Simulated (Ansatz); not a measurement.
# Zr2: the cost of one run

Method: def2-TZVPP, core rule «outside noble gas», up to 8 orbitals frozen; program: Ansatz 0.2.0, Gaussian basis.

To be run: UHF; CCSD(T) on ROHF; CCSD(T) on UHF; CCSDT(Q) on ROHF; CCSDT(Q) on UHF.

8 further runs of the same task are left out: 4 for a known fault of the program, 4 set aside as unsound or not needed.

## Step 1: What is computed

The geometry is a PBE0/def2-TZVP stationary point (not a proven minimum) of the parent state, kept for this charge and spin. No spin-orbit coupling is included. Elements past krypton take def2 core potentials.

2 atoms, charge 1, spin multiplicity 2.

Atoms are counted from 1 here; the program's logs count them from 0.

Bond lengths: Zr1–Zr2 2.267 Å.

Coordinates:

```xyz
2
charge 1, multiplicity 2
Zr    0.0000    0.0000    0.0000
Zr    0.0000    0.0000    2.2672
```

## Step 2: UHF

Contents of in.yaml:

```yaml
crystal:
  periodic: [false, false, false]
  atoms:
    - {symbol: Zr, position_ang: [0.000000, 0.000000, 0.000000]}
    - {symbol: Zr, position_ang: [0.000000, 0.000000, 2.267200]}
basis:
  gaussian: {orbitals: def2-TZVPP}
total_charge: 1
magnetization: {spin_polarized: true, initial_magnetization: 1}
hamiltonian: {xc: hf}
output: {orbitals: {seedname: orbitals}}
```

On the command line:

```console
$ ansatz run in.yaml --threads 1 --pin off --events-out ev --progress --plain --max-ram 4096MiB --backend cpu
```

What time and memory should one allow on 1 thread of AMD EPYC 7R13, shared host?

About 47 s, with a peak of 0.29 GiB.
